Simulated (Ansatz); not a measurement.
Ba2Tl5V3O12:

```xyz
22
Lattice="6.6527 0.0495 0.0202 2.8607 8.3646 0.0038 2.6828 2.4694 9.1957" Properties=species:S:1:pos:R:3 pbc="T T T"
Ba    5.5442    0.4859    0.2246
Ba    5.0453    8.8099    3.1356
V     7.8851    6.7880    3.1058
V     2.5747    2.3174    0.3028
V     2.2646    2.2781    6.0800
Tl    3.7845    4.2101    3.2255
Tl    6.5448    4.4409    5.5815
Tl    8.1264    9.0456    6.1615
Tl    6.6930    4.4787    1.0881
Tl    4.6212    7.2113    6.8375
O     3.6229    2.1646    4.9879
O     8.0188    5.0381    3.1811
O     3.7266    2.1571    1.5981
O     7.5372    1.8755    5.1646
O     4.9576    6.4605    9.0991
O     7.0474    7.3889    4.4933
O     8.6870    3.8848    6.7562
O     6.8904    7.1926    1.7495
O     1.1117    1.6298    0.9364
O     5.2975    9.5590    7.4268
O     5.9074    3.9074    8.2110
O     9.3999    7.5353    2.8601
```

The cell was built by a generator and needn't be a form met in nature.

Base run:

* Program: Ansatz 0.2.0
* Functional: PBE
* Potentials or basis: Ansatz PAW
* Cutoff: 420 eV (not typed: the program's choice for these potentials)
* k mesh: 5 × 4 × 3
* Occupations: fermi-dirac, width 0.05 eV
* Spin: collinear spin, ferromagnetic start
* Starting moments: [0.0, 0.0, 2.0, 2.0, 2.0, 0.0, 0.0, 0.0, 0.0, 0.0, 0.0, 0.0, 0.0, 0.0, 0.0, 0.0, 0.0, 0.0, 0.0, 0.0, 0.0, 0.0] μB
* Hubbard terms: V d U = 6 eV

Its results: band gap on the k mesh 2.91 eV, indirect (least direct gap 3.05 eV); pressure 0.5 GPa; net moment 0.00 μB per cell; largest force 0.197 eV/Å.

**Question.** The run is repeated on the same cell with these changes: hubbard terms from V d U = 6 eV to none; hubbard projectors from ortho-atomic (the default) to none. What comes out?

**Answer.** Band gap on the k mesh 2.90 eV, indirect (least direct gap 3.01 eV); pressure 0.0 GPa; net moment 0.00 μB per cell; largest force 0.011 eV/Å.

Caveats: spin-orbit coupling is left out, which as a rule narrows the gap of such compounds by several tenths of an eV; the starting moments weren't kept; the magnetic or orbital state may not be the lowest (some runs); odd divisions of the mesh miss points on the zone boundary, where band edges often lie, so the gap on the mesh can be too wide (some runs).
